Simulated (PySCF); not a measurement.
The system is FSiGeH5, in a box.

```
CELL_PARAMETERS angstrom
13.00000 0.00000 0.00000
0.00000 13.00000 0.00000
0.00000 0.00000 14.00000
ATOMIC_POSITIONS crystal
F 0.35253 0.58914 0.47247
Si 0.46421 0.55094 0.43866
Ge 0.54287 0.45459 0.56340
H 0.45033 0.48735 0.35146
H 0.52586 0.64355 0.41442
H 0.55675 0.52078 0.65340
H 0.64947 0.41813 0.52974
H 0.47803 0.35968 0.58890
```

Base run:

- Program: PySCF 2.14.0
- Functional: N12
- Potentials or basis: def2-svp (all-electron)
- k mesh: 1 × 1 × 1
- Occupations: fixed
- Spin: no spin polarisation

Its results: gap between the frontier levels 6.13 eV.

**Question.** The run is repeated on the same cell with these changes: functional from N12 to CAM-B3LYP. What comes out?

**Answer.** Gap between the frontier levels 10.54 eV.

Caveats: this is a molecule in a periodic box at the Γ point, so its band gap is the HOMO-LUMO gap; relativity is left out, which matters for the heavier elements; the basis of atomic orbitals isn't converged, which shifts pressures, moduli and gaps.

A k mesh can miss the band edges.

Not every run made on this cell is shown here.
